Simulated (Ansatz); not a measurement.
# CaF in Ansatz: relaxation of the atoms with PBE

Aim: the relaxation of the atoms of CaF with PBE.

All numbers are computed with Ansatz 0.2.0; they aren't measurements. Logs are shortened: lines on timing, memory, paths and dates and some standing lists are left out, and cuts for length are marked.

**1. The sheet as given**

The cell holds a sheet with vacuum, 2 atoms: a = 3.725 Å, b = 3.725 Å, c = 25.528 Å, α = 90.00°, β = 90.00°, γ = 120.00°.

The cell was built by a generator and needn't be a form met in nature.

**2. Relaxation of the atoms, PBE**

Contents of input.yaml:

```yaml
crystal:
  lattice:
    - [3.72497, 0.0, 0.0]
    - [-1.86248, 3.22592, 0.0]
    - [0.0, 0.0, 25.52766]
  atoms:
    - { symbol: Ca, position: [0.66667, 0.33333, 0.31076] }
    - { symbol: F, position: [0.0, 0.0, 0.27684] }
kpoints:
  mp_grid: { grid: [8, 8, 1] }
scf:
  occupations: { method: fermi_dirac, width: 0.05 }
hamiltonian:
  xc: pbe
  pseudopotentials: { kind: all_electron, lapw: { basis_error: 0.002 } }
output:
  forces: true
  stress: true
relax:
  f_tol: 0.01
  max_steps: 60
```

Potentials or basis: all-electron LAPW, scalar-relativistic.

Launch:

```sh
$ ansatz run input.yaml --threads 4 --pin off --max-ram 12288MiB --backend cpu --events-out ev --progress --plain --runs-dir out
```

Output:

```text
Warning: the atoms were moved onto the symmetric positions of the space group found under crystal.symmetry.tolerance 1.0e-5 (fractional; no operation is sought that the atoms, as they stand in a round, miss by more than twice it, and no atom is moved by as much as it), and the run uses the moved positions. Before a round's move an operation carried an atom to 1.86e-5 Å from where it should land, the largest such distance. Atom 0 (counting from 0) moved farthest, by 2.15e-5 Å; the longest move in fractions of the cell, of whichever atom, is 0.47 of the tolerance, in 1 round. To run the atoms as typed, lower crystal.symmetry.tolerance until the operations that they miss are no longer found, or set crystal.symmetry.detect: false (a key that needs symmetry detection or time reversal refuses this as the deck is read). The positions used, in the order of the run's atom list: position: [0.6666666666666666, 0.33333333333333337, 0.31076]; position: [-2.7755575615628914e-17, 1.8503858249243818e-17, 0.27684]; The lattice was moved too: crystal.lattice keeps the space group found at crystal.symmetry.tolerance 1.0e-5 only nearly: the operation that it misses by the most changes a squared length by the fraction 3.10e-6. The run uses the lattice that is a stretch of the typed one, with no rotation, onto the one that keeps every operation to a double's rounding (on a very oblique basis the stretch itself rounds by more); the deck's lattice vector that moved farthest moved by 2.99e-6 Å. To run the lattice as typed, set crystal.symmetry.tolerance under 8.24e-7, the least fraction by which an operation that the lattice misses changes a squared length (the same key also sets how far an atom may lie from its image, so lowering it can lose operations that the atoms keep only within it), or set crystal.symmetry.detect: false, as for the atoms. crystal.lattice made exact, in Å and degrees: [[3.7249707803853975, -2.8867513459548624e-6, 0.0], [-1.8624828901926989, 3.2259207675441726, 0.0], [0.0, 0.0, 25.52766]]. Pasted over the deck's crystal.lattice, beside positions in fractional coordinates, it runs the same cell (given as lengths and angles, that cell in the form's own orientation, a rigid turn of the misfit's size from the one run here, for which a checkpoint.post_process_only pass over this run's state can be refused: where this run relaxes nothing, give such a pass this deck's own crystal.lattice, as typed; behind a relaxation, as crystal.lattice, the state's own cell, identity.cell in its checkpoint.json), and a matrix so pasted ends this notice, except on a very skew basis of the lattice, where the rounding of the pasted numbers themselves can read as a misfit: the cell is then moved again, and that move is told again. The lattice as run is in this notice's lattice.as_run_ang field (Run.prep()["deck_notices"] in Python, the deck_notice line of an events file, deck_notices of ansatz run --dry-run=json, or deck_notices in record.json in the deck's checkpoint.write directory).
Warning: RAYON_NUM_THREADS=4 ignored (pool sized by the plan → 4); use --threads N
The last accepted step is kept in <dir> (removed where the run ends without a failure and the disk answers)
LAPW: plane waves up to 8.317 Å⁻¹, error target 2.0e-3 eV per atom; small_component_spin mean_spin; F in spheres of 1.100 Å, 7 of its electrons in bands, Dirac shells []; Ca in spheres of 1.149 Å, 18 of its electrons in bands, Dirac shells [] (how accurate: hamiltonian.pseudopotentials.lapw.basis_error, Limitations)
Engine: ansatz 0.2.0, aarch64-unknown-linux-gnu
Pseudopotentials: kind: all_electron
Pseudopotential: Ca, LAPW, valence charge 18, lapw/all_electron/scalar/gaussian/Ca, Koelling and Harmon's equation, gaussian nucleus
Pseudopotential: F, LAPW, valence charge 7, lapw/all_electron/scalar/gaussian/F, Koelling and Harmon's equation, gaussian nucleus
Functional definition: PBE
  parameter kappa = 0.804
  parameter beta = 0.06672455060314922
  exchange = pbe_x(kappa = kappa, mu = beta*pi^2/3)
  correlation = pbe_c(beta = beta)
Crystal: 2 atoms, lattice volume = 306.752 Å³
Basis set: ecut = 263.57160240050837 eV, 2923 PW (Γ), exchange–correlation at level 2
Bands: 17, of which v1, the nominal top of the filled ones, is band 13 counted from 1 (12 counted from 0)
Symmetry: 6 space group operations
Space group: P3m1 (ITA 156), of the structure as read, at distance tolerance 6.7e-5 Å
k-points: 10 of 64 (time reversal used)
Non-local potential: Ca, projectors of the file, none
Non-local potential: F, projectors of the file, none
Initial density: superposition of atomic densities (neutral atoms: chi_scale 0, normalization atom)
Initial wavefunctions: plane waves of lowest kinetic energy (no species holds an atomic orbital)
Functional: x = pbe(κ = 0.804, μ = 0.2195149727645171), c = pbe(β = 0.06672455060314922)
iter 1 solved again at ethr=5.47e-3 eV; its pass at ethr=1.00e-1 eV (dr2=1.37e0 eV) is discarded
SCF iter   1: F=—  HF=-21236.428167 eV  |F-HF|=—  |Δ(HF+E_count)|=         —  Δρ=1.53e-2  dr2=1.37e0  ethr=5.47e-3  ⟨swp⟩=3.3  Hψ=1191  notcnv=0
preconditioner: auto → LDOS  [insulator: Δε(μ)=0.228 eV  Ē_g=10.547 eV  σ=0.050 eV  W_gap=0.74  n_scr=14 (ndim 8)  ℏωp=5.6 eV  f_vac=0.775  D(μ)=0.97/eV (n_scr^D=6)  ε∞_Penn≈1.3  β→1.0]
[...]
SCF 1 converged in 8 iterations: F = -21235.373390 eV  dr2 = 6.88e-7
[...]
SCF iter   2: F=—  HF=-21235.373433 eV  |F-HF|=—  |Δ(HF+E_count)|=   3.00e-5  Δρ=1.10e-5  dr2=2.27e-6  ethr=3.43e-8  ⟨swp⟩=3.0  Hψ=550  notcnv=0
iter 3 solved again at ethr=2.79e-10 eV; its pass at ethr=9.07e-9 eV (dr2=6.98e-8 eV) is discarded
SCF iter   3: F=—  HF=-21235.373432 eV  |F-HF|=—  |Δ(HF+E_count)|=   4.37e-7  Δρ=3.36e-6  dr2=6.98e-8  ethr=2.79e-10  ⟨swp⟩=2.0  Hψ=890  notcnv=0
SCF iter   4: F=-21235.373432 eV  HF=-21235.373432 eV  |F-HF|=8.59e-10  |Δ(HF+E_count)|=   2.56e-8  Δρ=1.38e-6  dr2=1.17e-8  ethr=2.79e-10  ⟨swp⟩=3.0  Hψ=551  notcnv=0
SCF 2 converged in 4 iterations: F = -21235.373432 eV  dr2 = 1.17e-8
relax step   2: F+E_penalty+E_count = -21235.37343215 eV  Δ(F+E_penalty+E_count) = -4.231e-5 eV  max|allowed force component| = 3.455e-3 eV/Å  Δτ_max = 0.0022 Å  (4 SCF iters, accepted)
SCF converged after 4 iterations
Free energy (F): -21235.373432 eV
Harris-Foulkes:  -21235.373432 eV  (|F-HF|=8.59e-10)
Internal energy: -21235.365031 eV  (E = F + TS)
E sigma→0 (E₀):  -21235.369232 eV
Entropy (-TS):   -0.008401 eV (-4.201 meV/atom)
Fermi energy:    -1.555380 eV
--- Per-component energies (eV) ---
  E_band       = -3165.960934
  E_kinetic    = 21377.422902
  E_xc         = -1267.095246
  E_electrostatic = -41345.692687  (all electrons and nuclei)
  E_smearing   = -0.008401  (= −TS)
  E_closure    = 0.000000  (closes the sum)
  E_atoms      = -21226.742635  (free atoms, spherical and without spin; not in F)
  Σ components = -21235.373432   (vs F -21235.373432, Δ=0.00e0)
  Basis errors (estimates in eV, not in F): energy 1.0e-3 per atom: plane waves 9.5e-4 (6.2e-4 summed), levels above the bands 1.4e-22, relativity 4.6e-7, radial functions 4.5e-5, core shells 2.9e-8; eigenvalues (radial functions only) 1.6e-6; not estimated: angular momenta, meshes, grids; target (lapw.basis_error) 2.0e-3; muffin-tin radii F 1.100 Å, Ca 1.149 Å
--- Forces (eV/Å), atoms counted from 1 ---
  atom   1  Ca     0.00000000     0.00000000    -0.00339829
  atom   2  F      0.00000000    -0.00000000     0.00351073
  max |Σ_I F_I| component: 1.12e-4 eV/Å
--- Stress (GPa, compression-positive) ---
       -0.000968      -0.000000       0.000000
       -0.000000      -0.000968       0.000000
        0.000000       0.000000      -0.004333
  P = ⅓ Tr σ = -0.0021 GPa (-0.021 kbar)
--- Relaxed structure (2 steps of the walk, 2 accepted, 0 SCFs on fresh bases) ---
  F+E_penalty+E_count = -21235.37343215 eV   max|allowed force component| = 3.455e-3 eV/Å
  atoms:
    - { symbol: Ca, position: [0.6666666666666666, 0.33333333333333337, 0.3106723348723882] }
    - { symbol: F, position: [-2.7755575615628914e-17, 1.850385824924382e-17, 0.27692766512761163] }
```

It took 7 s on 4 threads of Arm Neoverse V2, shared host; peak memory 0.55 GiB.

Results:

```yaml
Free_energy: -21235.3734 eV
Energy_gained_by_relaxing: 0.0 meV/atom
Ionic_steps: 2
Largest_force_after_relaxing: 0.004 eV/Å
```

Forces on the atoms (eV/Å):
```
Ca   0.000  0.000 -0.003
F    0.000  0.000  0.004
```

Final structure:
```
CELL_PARAMETERS angstrom
3.72497 0.00000 0.00000
-1.86248 3.22592 0.00000
0.00000 0.00000 25.52766
ATOMIC_POSITIONS crystal
Ca 0.66667 0.33333 0.31067
F 0.00000 0.00000 0.27693
```
